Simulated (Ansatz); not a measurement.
# ClH3SiZn: up Jacob's ladder to CCSD(T), part 1 of 2

How much do the methods differ for ClH3SiZn? The plan is to run it at one geometry with functionals of several rungs and with coupled cluster. The yardstick is the atomisation energy at the CCSD(T) limit.

Method: functionals in def2-TZVPP, the program's frozen cores in correlated methods; program: Ansatz 0.2.0, Gaussian basis.

Levels to be run: LDA (SPW92), PBE-D4, revPBE-D4, BLYP-D4, r2SCAN-D4, B97M-V, PBE0-D4, B3LYP-D4, r2SCANh-D4, r2SCAN0-D4, HSE06-D4, BHLYP-D4, CAM-B3LYP-D4, LC-ωPBE, ωB97X-V, ωB97M-V, B2PLYP, PBE-QIDH; CCSD(T)/def2-SVP; CCSD(T)/def2-TZVPP; MP2/def2-QZVPP; extrapolation to the limit; RPA on PBE.

### Step 1. Structure used throughout

The geometry comes from an earlier relaxation with PBE0-D4 in a triple-zeta def2 set; it is a stationary point.

SMILES `Cl[SiH2][ZnH]`, 6 atoms, charge 0, spin multiplicity 1.

Atoms are counted from 1 here; the program's logs count them from 0.

Bond lengths: Cl1–Si2 2.082 Å, Si2–Zn3 2.385 Å, Si2–H4 1.489 Å, Si2–H5 1.489 Å, Zn3–H6 1.553 Å. Angles: Cl1–Si2–Zn3 108.3°, Cl1–Si2–H4 106.2°, Cl1–Si2–H5 106.2°, Zn3–Si2–H4 114.4°, Zn3–Si2–H5 114.5°, H4–Si2–H5 106.6°, Si2–Zn3–H6 179.0°.

### Step 2. LDA

This LDA is Slater exchange with PW92 correlation.

in.yaml

```yaml
crystal:
  periodic: [false, false, false]
  atoms:
    - {symbol: Cl, position_ang: [-2.274578, -0.426938, 0.088049]}
    - {symbol: Si, position_ang: [-0.362294, -0.073430, -0.656511]}
    - {symbol: Zn, position_ang: [1.123529, 0.186170, 1.191239]}
    - {symbol: H, position_ang: [-0.042529, -1.223810, -1.546222]}
    - {symbol: H, position_ang: [-0.471775, 1.124502, -1.534036]}
    - {symbol: H, position_ang: [2.069746, 0.349506, 2.411281]}
basis:
  gaussian: {orbitals: def2-TZVPP}
hamiltonian: {xc: lda}
output: {orbitals: {seedname: orbitals}}
```

Command:

```sh
ansatz run in.yaml --threads 2 --pin off --events-out ev --progress --plain --max-ram 4352MiB
```

Output:

```text
Functional definition: SPW92
  name "SPW92"
  cite "Dirac, Proc. Camb. Phil. Soc. 26, 376 (1930) doi:10.1017/S0305004100016108"
  cite "Slater, Phys. Rev. 81, 385 (1951) doi:10.1103/PhysRev.81.385"
  cite "Perdew & Wang, Phys. Rev. B 45, 13244 (1992) doi:10.1103/PhysRevB.45.13244"
  exchange = slater_x
  correlation = pw_c
1258 factors; their error is unknown
mean field evaluation 1: about -68714.3872 eV, gradient 6.6e1 eV
mean field evaluation 2: about -68702.2809 eV, gradient 1.5e2 eV
mean field evaluation 4: about -68719.0546 eV, gradient 2.8e0 eV
mean field evaluation 8: about -68719.0397 eV, gradient 1.3e-1 eV
mean field evaluation 16: about -68719.0398 eV, gradient 2.1e-5 eV
mean field -68719.03977578 eV, -2525.3781323219 hartree, gradient 2.1e-5 eV, S^2 0.000000; 0 other end points of the search recorded, 0 dependent functions left out
reference -68719.03981883 eV, -2525.3781339039 hartree; 32, 32 occupied and 158, 158 virtual orbitals, 1258 factors
Total energy: -68719.03981883 eV, -2525.3781339039 hartree
```

Run time: 1.1 s. Hardware: 2 threads of AMD EPYC 7B13, shared host; peak memory 0.25 GiB.

Atomisation energy: 1571.8 kJ/mol (free atoms -68702.749 eV, run apart). HOMO -6.40 eV, LUMO -2.48 eV.

### Step 3. PBE-D4 (GGA)

in.yaml: that of step 2 with these lines changed.

```diff
@@ -11,3 +11,3 @@
   gaussian: {orbitals: def2-TZVPP}
-hamiltonian: {xc: lda}
-output: {orbitals: {seedname: orbitals}}
+hamiltonian: {xc: pbe, dispersion: d4}
+output: {forces: true, orbitals: {seedname: orbitals}}
```

Launched as before.

Output, cut to the lines that bear on the results:

```text
Functional definition: PBE
  name "PBE"
  cite "Perdew, Burke & Ernzerhof, Phys. Rev. Lett. 77, 3865 (1996) doi:10.1103/PhysRevLett.77.3865"
  parent pbe
[...]
1258 factors; their error is unknown
[...]
mean field -68853.93287352 eV, -2530.3353622298 hartree, gradient 2.7e-5 eV, S^2 0.000000; 0 other end points of the search recorded, 0 dependent functions left out
[...]
reference -68853.93291928 eV, -2530.3353639114 hartree; 32, 32 occupied and 158, 158 virtual orbitals, 1258 factors
Total energy: -68854.06374474 eV, -2530.3401716586 hartree
Atom 0 at    -2.274578    -0.426938     0.088049 Å, force    -0.211940    -0.039094     0.095625 eV/Å
Atom 1 at    -0.362294    -0.073430    -0.656511 Å, force     0.153614     0.026415     0.116602 eV/Å
Atom 2 at     1.123529     0.186170     1.191239 Å, force     0.023542     0.003797     0.005093 eV/Å
Atom 3 at    -0.042529    -1.223810    -1.546222 Å, force     0.054212    -0.124392    -0.098638 eV/Å
Atom 4 at    -0.471775     1.124502    -1.534036 Å, force     0.007071     0.137248    -0.096573 eV/Å
Atom 5 at     2.069746     0.349506     2.411281 Å, force    -0.026499    -0.003974    -0.022110 eV/Å
Dipole moment:     0.307628     0.056853    -0.036154 e Å
```

It took 2.1 s on 2 threads of AMD EPYC 7B13, shared host; peak memory 0.25 GiB.

With the free atoms at this level, -68839.638 eV in sum, the atomisation energy is 1391.9 kJ/mol. HOMO -6.30 eV, LUMO -2.26 eV.

### Step 4. revPBE-D4 (GGA)

in.yaml: that of step 3 with these lines changed.

```diff
@@ -11,3 +11,3 @@
   gaussian: {orbitals: def2-TZVPP}
-hamiltonian: {xc: pbe, dispersion: d4}
-output: {forces: true, orbitals: {seedname: orbitals}}
+hamiltonian: {xc: {name: revPBE}, dispersion: d4}
+output: {orbitals: {seedname: orbitals}}
```

Launched as before.

Output:

```text
Functional definition: revPBE
  name "revPBE"
  cite "Zhang & Yang, Phys. Rev. Lett. 80, 890 (1998) doi:10.1103/PhysRevLett.80.890"
  cite "Perdew, Burke & Ernzerhof, Phys. Rev. Lett. 77, 3865 (1996) doi:10.1103/PhysRevLett.77.3865"
  parameter kappa = 1.245
  parameter beta = 0.06672455060314922
  exchange = pbe_x(kappa = kappa, mu = beta*pi^2/3)
  correlation = pbe_c(beta = beta)
1258 factors; their error is unknown
mean field evaluation 1: about -68859.0973 eV, gradient 6.0e1 eV
mean field evaluation 2: about -68849.2241 eV, gradient 1.4e2 eV
mean field evaluation 4: about -68863.3997 eV, gradient 2.5e0 eV
mean field evaluation 8: about -68863.4133 eV, gradient 6.4e-2 eV
mean field evaluation 16: about -68863.3810 eV, gradient 2.5e-5 eV
mean field -68863.38104800 eV, -2530.6825762377 hartree, gradient 2.5e-5 eV, S^2 0.000000; 0 other end points of the search recorded, 0 dependent functions left out
reference -68863.38110498 eV, -2530.6825783317 hartree; 32, 32 occupied and 158, 158 virtual orbitals, 1258 factors
Total energy: -68863.71960294 eV, -2530.6950179024 hartree
```

It took 1.8 s on 2 threads of AMD EPYC 7B13, shared host; peak memory 0.25 GiB.

With the free atoms at this level, -68849.551 eV in sum, the atomisation energy is 1367.1 kJ/mol. HOMO -6.26 eV, LUMO -2.16 eV.

### Step 5. BLYP-D4 (GGA)

in.yaml: that of step 4 with these lines changed.

```diff
@@ -11,3 +11,3 @@
   gaussian: {orbitals: def2-TZVPP}
-hamiltonian: {xc: {name: revPBE}, dispersion: d4}
+hamiltonian: {xc: {name: BLYP}, dispersion: d4}
 output: {orbitals: {seedname: orbitals}}
```

The command is unchanged.

Output:

```text
Functional definition: BLYP
  name "BLYP"
  cite "Becke, Phys. Rev. A 38, 3098 (1988) doi:10.1103/PhysRevA.38.3098"
  cite "Lee, Yang & Parr, Phys. Rev. B 37, 785 (1988) doi:10.1103/PhysRevB.37.785"
  parameter beta = 0.0042
  parameter a = 0.04918
  parameter b = 0.132
  parameter c = 0.2533
  parameter d = 0.349
  exchange = b88_x(beta = beta)
  correlation = lyp_c(a = a, b = b, c = c, d = d)
1258 factors; their error is unknown
mean field evaluation 1: about -68867.8446 eV, gradient 6.4e1 eV
mean field evaluation 2: about -68856.6414 eV, gradient 1.4e2 eV
mean field evaluation 4: about -68872.6046 eV, gradient 2.6e0 eV
mean field evaluation 8: about -68872.6196 eV, gradient 6.4e-2 eV
mean field evaluation 16: about -68872.5873 eV, gradient 2.8e-5 eV
mean field -68872.58733571 eV, -2531.0209010711 hartree, gradient 2.8e-5 eV, S^2 0.000000; 0 other end points of the search recorded, 0 dependent functions left out
reference -68872.58769826 eV, -2531.0209143945 hartree; 32, 32 occupied and 158, 158 virtual orbitals, 1258 factors
Total energy: -68872.86944393 eV, -2531.0312683567 hartree
```

It took 1.8 s on 2 threads of AMD EPYC 7B13, shared host; peak memory 0.25 GiB.

With the free atoms at this level, -68858.779 eV in sum, the atomisation energy is 1359.6 kJ/mol. HOMO -6.16 eV, LUMO -2.16 eV.

### Step 6. r2SCAN-D4 (meta-GGA)

in.yaml: that of step 5 with these lines changed.

```diff
@@ -11,3 +11,3 @@
   gaussian: {orbitals: def2-TZVPP}
-hamiltonian: {xc: {name: BLYP}, dispersion: d4}
-output: {orbitals: {seedname: orbitals}}
+hamiltonian: {xc: r2scan, dispersion: d4}
+output: {forces: true, orbitals: {seedname: orbitals}}
```

The command is unchanged.

Output, cut to the lines that bear on the results:

```text
Functional definition: r2SCAN
  name "r2SCAN"
  cite "Furness, Kaplan, Ning, Perdew & Sun, J. Phys. Chem. Lett. 11, 8208 (2020) doi:10.1021/acs.jpclett.0c02405"
  cite "Furness, Kaplan, Ning, Perdew & Sun, J. Phys. Chem. Lett. 11, 9248 (2020) doi:10.1021/acs.jpclett.0c03077"
  parent r2scan
[...]
1258 factors; their error is unknown
[...]
mean field -68868.57417806 eV, -2530.8734202476 hartree, gradient 1.3e-5 eV, S^2 0.000000; 0 other end points of the search recorded, 0 dependent functions left out
[...]
reference -68868.57419185 eV, -2530.8734207543 hartree; 32, 32 occupied and 158, 158 virtual orbitals, 1258 factors
Total energy: -68868.60356890 eV, -2530.8745003410 hartree
Atom 0 at    -2.274578    -0.426938     0.088049 Å, force    -0.037691    -0.006871     0.026681 eV/Å
Atom 1 at    -0.362294    -0.073430    -0.656511 Å, force     0.096597     0.016105     0.063438 eV/Å
Atom 2 at     1.123529     0.186170     1.191239 Å, force     0.056044     0.009221     0.057963 eV/Å
Atom 3 at    -0.042529    -1.223810    -1.546222 Å, force     0.008737     0.021599     0.010736 eV/Å
Atom 4 at    -0.471775     1.124502    -1.534036 Å, force     0.016405    -0.016483     0.011305 eV/Å
Atom 5 at     2.069746     0.349506     2.411281 Å, force    -0.140092    -0.023572    -0.170123 eV/Å
Dipole moment:     0.321169     0.059389    -0.040708 e Å
```

It took 4.3 s on 2 threads of AMD EPYC 7B13, shared host; peak memory 0.27 GiB.

Atomisation energy: 1424.1 kJ/mol (free atoms -68853.843 eV, run apart). HOMO -6.56 eV, LUMO -2.00 eV.

### Step 7. B97M-V (meta-GGA)

in.yaml: that of step 6 with these lines changed.

```diff
@@ -11,3 +11,3 @@
   gaussian: {orbitals: def2-TZVPP}
-hamiltonian: {xc: r2scan, dispersion: d4}
-output: {forces: true, orbitals: {seedname: orbitals}}
+hamiltonian: {xc: {name: B97M-V}}
+output: {orbitals: {seedname: orbitals}}
```

The command is unchanged.

Output, cut to the lines that bear on the results:

```text
Functional definition: B97M-V
  name "B97M-V"
  cite "Mardirossian & Head-Gordon, J. Chem. Phys. 142, 074111 (2015) doi:10.1063/1.4907719"
  cite "Becke, J. Chem. Phys. 107, 8554 (1997) doi:10.1063/1.475007"
  cite "Vydrov & Van Voorhis, J. Chem. Phys. 133, 244103 (2010) doi:10.1063/1.3521275"
  # Of w^i u^j: cxij and so on, Table III.
[...]
  gx(w, u) = cx00 + cx01*u + cx02*u^2 + (cx10 + cx11*u)*w
  gss(w, u) = css00 + css02*u^2 + css10*w + (css32*w^3 + css42*w^4)*u^2
  gos(w, u) = cos00 + cos01*u + cos03*u^3 + cos10*w + cos32*w^3*u^2
[...]
      + integral(e_c_pw_mod_opposite_spin*gos(b97_w_opposite, b97_u_opposite)) + vv10(b, c)
1258 factors; their error is unknown
[...]
mean field -68855.67451220 eV, -2530.3993662710 hartree, gradient 7.2e-5 eV, S^2 0.000000; 0 other end points of the search recorded, 0 dependent functions left out
reference -68855.67457799 eV, -2530.3993686887 hartree; 32, 32 occupied and 158, 158 virtual orbitals, 1258 factors
Total energy: -68855.67457799 eV, -2530.3993686887 hartree
```

Wall time 7 s (2 threads of AMD EPYC 7B13, shared host); peak memory 0.32 GiB.

Atomisation energy: 1422.5 kJ/mol (free atoms -68840.932 eV, run apart). HOMO -6.62 eV, LUMO -2.19 eV.

### Step 8. PBE0-D4 (hybrid)

in.yaml: that of step 7 with these lines changed.

```diff
@@ -11,3 +11,3 @@
   gaussian: {orbitals: def2-TZVPP}
-hamiltonian: {xc: {name: B97M-V}}
+hamiltonian: {xc: pbe0, dispersion: d4}
 output: {orbitals: {seedname: orbitals}}
```

Launched as before.

Output:

```text
Functional definition: PBE0
  name "PBE0"
  cite "Adamo & Barone, J. Chem. Phys. 110, 6158 (1999) doi:10.1063/1.478522"
  cite "Perdew, Burke & Ernzerhof, Phys. Rev. Lett. 77, 3865 (1996) doi:10.1103/PhysRevLett.77.3865"
  parent pbe
  parameter a = 0.25
  parameter kappa = 0.804
  parameter beta = 0.06672455060314922
  exchange = (1 - a)*pbe_x(kappa = kappa, mu = beta*pi^2/3) + a*exact_x
  correlation = pbe_c(beta = beta)
1377 factors; their error is unknown
mean field evaluation 1: about -68854.5401 eV, gradient 3.6e1 eV
mean field evaluation 2: about -68852.9643 eV, gradient 6.7e1 eV
mean field evaluation 4: about -68856.1373 eV, gradient 1.2e0 eV
mean field evaluation 8: about -68856.2689 eV, gradient 2.2e-2 eV
mean field -68856.26892307 eV, -2530.4212104675 hartree, gradient 3.0e-5 eV, S^2 0.000000; 0 other end points of the search recorded, 0 dependent functions left out
reference -68856.26895764 eV, -2530.4212117379 hartree; 32, 32 occupied and 158, 158 virtual orbitals, 1377 factors
Total energy: -68856.38041737 eV, -2530.4253078073 hartree
```

It took 2.6 s on 2 threads of AMD EPYC 7B13, shared host; peak memory 0.54 GiB.

Atomisation energy: 1394.3 kJ/mol (free atoms -68841.929 eV, run apart). HOMO -7.36 eV, LUMO -1.50 eV.

### Step 9. B3LYP-D4 (hybrid)

B3LYP here takes the VWN-RPA correlation.

in.yaml: that of step 8 with these lines changed.

```diff
@@ -11,3 +11,3 @@
   gaussian: {orbitals: def2-TZVPP}
-hamiltonian: {xc: pbe0, dispersion: d4}
-output: {orbitals: {seedname: orbitals}}
+hamiltonian: {xc: {name: B3LYP}, dispersion: d4}
+output: {forces: true, orbitals: {seedname: orbitals}}
```

Same command.

Output, cut to the lines that bear on the results:

```text
Functional definition: B3LYP
  name "B3LYP"
  cite "Stephens, Devlin, Chabalowski & Frisch, J. Phys. Chem. 98, 11623 (1994) doi:10.1021/j100096a001"
  cite "Becke, Phys. Rev. A 38, 3098 (1988) doi:10.1103/PhysRevA.38.3098"
  cite "Lee, Yang & Parr, Phys. Rev. B 37, 785 (1988) doi:10.1103/PhysRevB.37.785"
  cite "Vosko, Wilk & Nusair, Can. J. Phys. 58, 1200 (1980) doi:10.1139/p80-159"
[...]
1345 factors; their error is unknown
[...]
mean field -68873.03186570 eV, -2531.0372372469 hartree, gradient 2.2e-5 eV, S^2 0.000000; 0 other end points of the search recorded, 0 dependent functions left out
[...]
reference -68873.03213886 eV, -2531.0372472851 hartree; 32, 32 occupied and 158, 158 virtual orbitals, 1345 factors
Total energy: -68873.24729300 eV, -2531.0451540540 hartree
Atom 0 at    -2.274578    -0.426938     0.088049 Å, force    -0.210533    -0.038744     0.084770 eV/Å
Atom 1 at    -0.362294    -0.073430    -0.656511 Å, force     0.160719     0.029353    -0.215700 eV/Å
Atom 2 at     1.123529     0.186170     1.191239 Å, force     0.075537     0.012913     0.072795 eV/Å
Atom 3 at    -0.042529    -1.223810    -1.546222 Å, force    -0.006260     0.067767     0.049980 eV/Å
Atom 4 at    -0.471775     1.124502    -1.534036 Å, force     0.018811    -0.065321     0.050130 eV/Å
Atom 5 at     2.069746     0.349506     2.411281 Å, force    -0.038273    -0.005968    -0.041974 eV/Å
Dipole moment:     0.333598     0.061678    -0.039582 e Å
```

Wall time 4.2 s (2 threads of AMD EPYC 7B13, shared host); peak memory 0.54 GiB.

Atomisation energy: 1383.2 kJ/mol (free atoms -68858.912 eV, run apart). HOMO -7.17 eV, LUMO -1.73 eV.

### Step 10. r2SCANh-D4 (hybrid)

in.yaml: that of step 9 with these lines changed.

```diff
@@ -11,3 +11,3 @@
   gaussian: {orbitals: def2-TZVPP}
-hamiltonian: {xc: {name: B3LYP}, dispersion: d4}
-output: {forces: true, orbitals: {seedname: orbitals}}
+hamiltonian: {xc: {name: r2SCANh}, dispersion: d4}
+output: {orbitals: {seedname: orbitals}}
```

The command is unchanged.

Output, cut to the lines that bear on the results:

```text
Functional definition: r2SCANh
  name "r2SCANh"
  cite "Bursch, Neugebauer, Ehlert & Grimme, J. Chem. Phys. 156, 134105 (2022) doi:10.1063/5.0086040"
  cite "Furness, Kaplan, Ning, Perdew & Sun, J. Phys. Chem. Lett. 11, 8208 (2020) doi:10.1021/acs.jpclett.0c02405"
  cite "Furness, Kaplan, Ning, Perdew & Sun, J. Phys. Chem. Lett. 11, 9248 (2020) doi:10.1021/acs.jpclett.0c03077"
  parent r2scan
[...]
1280 factors; their error is unknown
[...]
mean field -68868.06185420 eV, -2530.8545926929 hartree, gradient 1.0e-5 eV, S^2 0.000000; 0 other end points of the search recorded, 0 dependent functions left out
reference -68868.06186689 eV, -2530.8545931593 hartree; 32, 32 occupied and 158, 158 virtual orbitals, 1280 factors
Total energy: -68868.09411520 eV, -2530.8557782628 hartree
```

Wall time 4.8 s (2 threads of AMD EPYC 7B13, shared host); peak memory 0.55 GiB.

With the free atoms at this level, -68853.392 eV in sum, the atomisation energy is 1418.5 kJ/mol. HOMO -6.94 eV, LUMO -1.74 eV.

### Step 11. r2SCAN0-D4 (hybrid)

in.yaml: that of step 10 with these lines changed.

```diff
@@ -11,3 +11,3 @@
   gaussian: {orbitals: def2-TZVPP}
-hamiltonian: {xc: {name: r2SCANh}, dispersion: d4}
+hamiltonian: {xc: {name: r2SCAN0}, dispersion: d4}
 output: {orbitals: {seedname: orbitals}}
```

The command is unchanged.

Output, cut to the lines that bear on the results:

```text
Functional definition: r2SCAN0
  name "r2SCAN0"
  cite "Bursch, Neugebauer, Ehlert & Grimme, J. Chem. Phys. 156, 134105 (2022) doi:10.1063/5.0086040"
  cite "Furness, Kaplan, Ning, Perdew & Sun, J. Phys. Chem. Lett. 11, 8208 (2020) doi:10.1021/acs.jpclett.0c02405"
  cite "Furness, Kaplan, Ning, Perdew & Sun, J. Phys. Chem. Lett. 11, 9248 (2020) doi:10.1021/acs.jpclett.0c03077"
  parent r2scan
[...]
1377 factors; their error is unknown
[...]
mean field -68867.33829127 eV, -2530.8280022457 hartree, gradient 4.3e-5 eV, S^2 0.000000; 0 other end points of the search recorded, 0 dependent functions left out
reference -68867.33830231 eV, -2530.8280026516 hartree; 32, 32 occupied and 158, 158 virtual orbitals, 1377 factors
Total energy: -68867.37446087 eV, -2530.8293314539 hartree
```

Run time: 4.7 s. Hardware: 2 threads of AMD EPYC 7B13, shared host; peak memory 0.56 GiB.

With the free atoms at this level, -68852.749 eV in sum, the atomisation energy is 1411.2 kJ/mol. HOMO -7.52 eV, LUMO -1.35 eV.

### Step 12. HSE06-D4 (hybrid)

HSE06 is the plane-wave form, built on full-range PBE exchange.

in.yaml: that of step 11 with these lines changed.

```diff
@@ -11,3 +11,3 @@
   gaussian: {orbitals: def2-TZVPP}
-hamiltonian: {xc: {name: r2SCAN0}, dispersion: d4}
+hamiltonian: {xc: hse06, dispersion: d4}
 output: {orbitals: {seedname: orbitals}}
```

Same command.

Output, cut to the lines that bear on the results:

```text
Functional definition: HSE06
  name "HSE06"
  cite "Heyd, Scuseria & Ernzerhof, J. Chem. Phys. 118, 8207 (2003) doi:10.1063/1.1564060"
  cite "Krukau, Vydrov, Izmaylov & Scuseria, J. Chem. Phys. 125, 224106 (2006) doi:10.1063/1.2404663"
  cite "Heyd & Scuseria, J. Chem. Phys. 120, 7274 (2004) doi:10.1063/1.1668634"
  cite "Ernzerhof & Perdew, J. Chem. Phys. 109, 3313 (1998) doi:10.1063/1.476928"
  cite "Perdew, Burke & Ernzerhof, Phys. Rev. Lett. 77, 3865 (1996) doi:10.1103/PhysRevLett.77.3865"
  parent pbe
[...]
  # The whole range is PBE's own exchange, as in plane waves. The composition of these papers is wPBEh.
[...]
1377 factors; their error is unknown
75 factors; integrals over basis functions are off by at most 6.4e-6 eV
[...]
mean field -68855.82409168 eV, -2530.4048632152 hartree, gradient 1.6e-5 eV, S^2 0.000000; 0 other end points of the search recorded, 0 dependent functions left out
reference -68855.82413771 eV, -2530.4048649069 hartree; 32, 32 occupied and 158, 158 virtual orbitals, 1377 factors
Total energy: -68855.92967295 eV, -2530.4087432554 hartree
```

Wall time 3.2 s (2 threads of AMD EPYC 7B13, shared host); peak memory 0.56 GiB.

Atomisation energy: 1394.7 kJ/mol (free atoms -68841.475 eV, run apart). HOMO -6.96 eV, LUMO -1.86 eV.

### Step 13. BHLYP-D4 (hybrid)

in.yaml: that of step 12 with these lines changed.

```diff
@@ -11,3 +11,3 @@
   gaussian: {orbitals: def2-TZVPP}
-hamiltonian: {xc: hse06, dispersion: d4}
+hamiltonian: {xc: {name: BHLYP}, dispersion: d4}
 output: {orbitals: {seedname: orbitals}}
```

The command is unchanged.

Output:

```text
Functional definition: BHLYP
  name "BHLYP"
  cite "Becke, J. Chem. Phys. 98, 1372 (1993) doi:10.1063/1.464304"
  cite "Becke, Phys. Rev. A 38, 3098 (1988) doi:10.1103/PhysRevA.38.3098"
  cite "Lee, Yang & Parr, Phys. Rev. B 37, 785 (1988) doi:10.1103/PhysRevB.37.785"
  parameter a = 0.5
  exchange = (1 - a)*b88_x + a*exact_x
  correlation = lyp_c
1471 factors; their error is unknown
mean field evaluation 1: about -68868.1786 eV, gradient 2.4e1 eV
mean field evaluation 2: about -68868.2324 eV, gradient 3.5e1 eV
mean field evaluation 4: about -68869.0750 eV, gradient 1.0e0 eV
mean field evaluation 8: about -68869.3685 eV, gradient 3.6e-2 eV
mean field -68869.36845151 eV, -2530.9026092585 hartree, gradient 3.1e-5 eV, S^2 0.000000; 0 other end points of the search recorded, 0 dependent functions left out
reference -68869.36863713 eV, -2530.9026160797 hartree; 32, 32 occupied and 158, 158 virtual orbitals, 1471 factors
Total energy: -68869.55740358 eV, -2530.9095531191 hartree
```

It took 2.9 s on 2 threads of AMD EPYC 7B13, shared host; peak memory 0.56 GiB.

With the free atoms at this level, -68855.300 eV in sum, the atomisation energy is 1375.6 kJ/mol. HOMO -8.32 eV, LUMO -0.78 eV.

### Step 14. CAM-B3LYP-D4 (range-separated)

in.yaml: that of step 13 with these lines changed.

```diff
@@ -11,3 +11,3 @@
   gaussian: {orbitals: def2-TZVPP}
-hamiltonian: {xc: {name: BHLYP}, dispersion: d4}
+hamiltonian: {xc: {name: CAM-B3LYP}, dispersion: d4}
 output: {orbitals: {seedname: orbitals}}
```

Same command.

Output, cut to the lines that bear on the results:

```text
Functional definition: CAM-B3LYP
  name "CAM-B3LYP"
  cite "Yanai, Tew & Handy, Chem. Phys. Lett. 393, 51 (2004) doi:10.1016/j.cplett.2004.06.011"
  cite "Iikura, Tsuneda, Yanai & Hirao, J. Chem. Phys. 115, 3540 (2001) doi:10.1063/1.1383587"
  cite "Becke, Phys. Rev. A 38, 3098 (1988) doi:10.1103/PhysRevA.38.3098"
  cite "Lee, Yang & Parr, Phys. Rev. B 37, 785 (1988) doi:10.1103/PhysRevB.37.785"
  cite "Vosko, Wilk & Nusair, Can. J. Phys. 58, 1200 (1980) doi:10.1139/p80-159"
[...]
  # Exact exchange under (alpha + beta erf(omega r))/r, Becke's under what is left of 1/r.
[...]
1327 factors; their error is unknown
240 factors; integrals over basis functions are off by at most 4.1e-5 eV
[...]
mean field -68874.09064368 eV, -2531.0761466200 hartree, gradient 3.7e-5 eV, S^2 0.000000; 0 other end points of the search recorded, 0 dependent functions left out
reference -68874.09077678 eV, -2531.0761515112 hartree; 32, 32 occupied and 158, 158 virtual orbitals, 1327 factors
Total energy: -68874.20660474 eV, -2531.0804081101 hartree
```

Wall time 3.3 s (2 threads of AMD EPYC 7B13, shared host); peak memory 0.58 GiB.

Atomisation energy: 1399.3 kJ/mol (free atoms -68859.704 eV, run apart). HOMO -8.62 eV, LUMO -0.64 eV.

(Continued in part 2 of 2.)
